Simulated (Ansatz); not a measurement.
# Be₂H₂ (singlet): from Hartree-Fock to the top rungs at angle Be2–Be1–H3 = 108.6°, 6-31G

One table from this session's results is given with a row withheld; the runs are named, their logs left out.

Program: Ansatz 0.2.0, Gaussian basis. Level of theory: 6-31G, core rule «outside noble gas», up to 2 orbitals frozen. These are calculated values, not measurements.

The runs, in order: UHF; CCSD(T) on RHF; BCCD(T) on RHF; CISD; CCSDT(Q) on RHF; CCSDTQ on RHF; CASSCF and MRCISD+Q, 2 electrons in 2 orbitals; CASSCF and NEVPT2, 2 electrons in 2 orbitals; Full CI.

22 further runs of the same task are left out: 12 for a known fault of the program, 4 that didn't finish, 6 set aside as unsound or not needed.

### The geometry

The geometry derives from a PBE0/def2-TZVP stationary point (not a proven minimum). One angle is set to the value named; bond lengths are kept.

4 atoms, charge 0, spin multiplicity 1.

Atoms are counted from 1 here; the program's logs count them from 0.

Bond lengths: Be1–H3 1.348 Å, Be2–H4 1.348 Å.

The first run:

File in.yaml:

```yaml
crystal:
  periodic: [false, false, false]
  atoms:
    - {symbol: Be, position_ang: [-0.693410, 0.000000, 0.854905]}
    - {symbol: Be, position_ang: [0.535213, 0.000000, -0.854905]}
    - {symbol: H, position_ang: [0.092923, 0.000000, 1.949202]}
    - {symbol: H, position_ang: [1.321545, 0.000000, -1.949202]}
basis:
  gaussian: {orbitals: 6-31G}
magnetization: {spin_polarized: true, initial_magnetization: 0}
hamiltonian: {xc: hf}
output: {orbitals: {seedname: orbitals}}
```

Command:

```sh
$ ansatz run in.yaml --threads 1 --pin off --events-out ev --progress --plain --max-ram 2393MiB
```

Among the steps run: UHF; CCSD(T) on RHF; BCCD(T) on RHF; CISD; CCSDT(Q) on RHF; CCSDTQ on RHF; CASSCF and MRCISD+Q, 2 electrons in 2 orbitals; CASSCF and NEVPT2, 2 electrons in 2 orbitals; Full CI.

One table of the session follows, with a row left open; its other results are not shown here.

| method | from FCI (kJ/mol) |
| --- | --- |
| RHF | +184.7 |
| RMP2 | +59.5 |
| CISD | +10.8 |
| RCCSD | +4.2 |
| RCCSD(T) | +1.5 |
| BCCD(T) | +1.5 |
| RCCSDT | +0.1 |
| RCCSDT(Q) | 0.0 |
| RCCSDTQ | 0.0 |
| CASSCF pair | +147.7 |
| NEVPT2 pair | +51.3 |
| MRCISD pair | ? |
| MRCISD+Q pair | -1.2 |
| FCI | 0 |

**Question.** Estimate the row for MRCISD pair.

The run gave: from FCI (kJ/mol): +7.4. In the column «from FCI (kJ/mol)» it lies between RCCSD (+4.2) and CISD (+10.8).

Caveats from the session: MRCISD+Q pair falls below full CI: the +Q correction isn't variational, and the cores differ from full CI's.
